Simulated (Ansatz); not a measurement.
# BFH6SiSn: small, medium and large basis sets

One table from this session's results is given with a row withheld; the runs are named, their logs left out.

Computed with Ansatz 0.2.0, Gaussian basis. Level: one geometry, several basis sets.

Plan: PBE0-D4/def2-SVP; ωB97M-V/def2-SVP; PBE0-D4/def2-QZVPP; ωB97M-V/def2-QZVPP; the functionals' def2-TZVPP values are taken from earlier runs.

### Structure used throughout

The geometry comes from an earlier relaxation with PBE0-D4 in a triple-zeta def2 set; it is a stationary point, not always the lowest conformer. Sn takes the def2 core potential; no spin-orbit term is included.

SMILES `F[BH][SnH2][SiH3]`, 10 atoms, charge 0, spin multiplicity 1.

Atoms are counted from 1 here; the program's logs count them from 0.

Bond lengths: F1–B2 1.318 Å, B2–Sn3 2.268 Å, B2–H5 1.202 Å, Sn3–Si4 2.568 Å, Sn3–H6 1.710 Å, Sn3–H7 1.711 Å, Si4–H8 1.487 Å, Si4–H9 1.487 Å, Si4–H10 1.487 Å. Angles: F1–B2–Sn3 119.6°, F1–B2–H5 116.6°, Sn3–B2–H5 123.8°, B2–Sn3–Si4 110.9°, B2–Sn3–H6 111.9°, B2–Sn3–H7 110.0°, Si4–Sn3–H6 108.5°, Si4–Sn3–H7 107.8°, H6–Sn3–H7 107.6°, Sn3–Si4–H8 110.1°, Sn3–Si4–H9 110.6°, Sn3–Si4–H10 110.1°, H8–Si4–H9 108.8°, H8–Si4–H10 108.5°, H9–Si4–H10 108.7°.

Set-up of the first run:

in.yaml reads:

```yaml
crystal:
  periodic: [false, false, false]
  atoms:
    - {symbol: F, position_ang: [-1.869698, 1.510004, -1.881440]}
    - {symbol: B, position_ang: [-0.599990, 1.176888, -1.766284]}
    - {symbol: Sn, position_ang: [0.298455, 0.886711, 0.296201]}
    - {symbol: Si, position_ang: [0.219141, -1.584294, 0.989989]}
    - {symbol: H, position_ang: [0.009870, 1.015996, -2.789456]}
    - {symbol: H, position_ang: [-0.516775, 1.809798, 1.482610]}
    - {symbol: H, position_ang: [1.937387, 1.378038, 0.295594]}
    - {symbol: H, position_ang: [-1.190749, -2.052970, 1.054099]}
    - {symbol: H, position_ang: [0.847033, -1.773326, 2.324209]}
    - {symbol: H, position_ang: [0.948527, -2.417946, -0.002621]}
basis:
  gaussian: {orbitals: def2-SVP}
hamiltonian: {xc: pbe0, dispersion: d4}
output: {orbitals: {seedname: orbitals}}
```

Among the steps run: PBE0-D4 in def2-SVP; ωB97M-V in def2-SVP; PBE0-D4 in def2-QZVPP; ωB97M-V in def2-QZVPP.

One of the session's tables, all rows but one given; the rest of the session is left out.

It belongs to the step «Density functionals: the series». 

| functional | basis | HOMO (eV) | LUMO (eV) |
| --- | --- | --- | --- |
| PBE0-D4 | def2-SVP | ? | ? |
| PBE0-D4 | def2-TZVPP | -7.54 | -1.86 |
| PBE0-D4 | def2-QZVPP | -7.55 | -1.89 |
| ωB97M-V | def2-SVP | -9.49 | 0.28 |
| ωB97M-V | def2-TZVPP | -9.55 | 0.03 |
| ωB97M-V | def2-QZVPP | -9.55 | -0.05 |

**Question.** Estimate the row for PBE0-D4, def2-SVP.

**Answer.** HOMO (eV): -7.52; LUMO (eV): -1.74. In the column «HOMO (eV)» it is the highest.
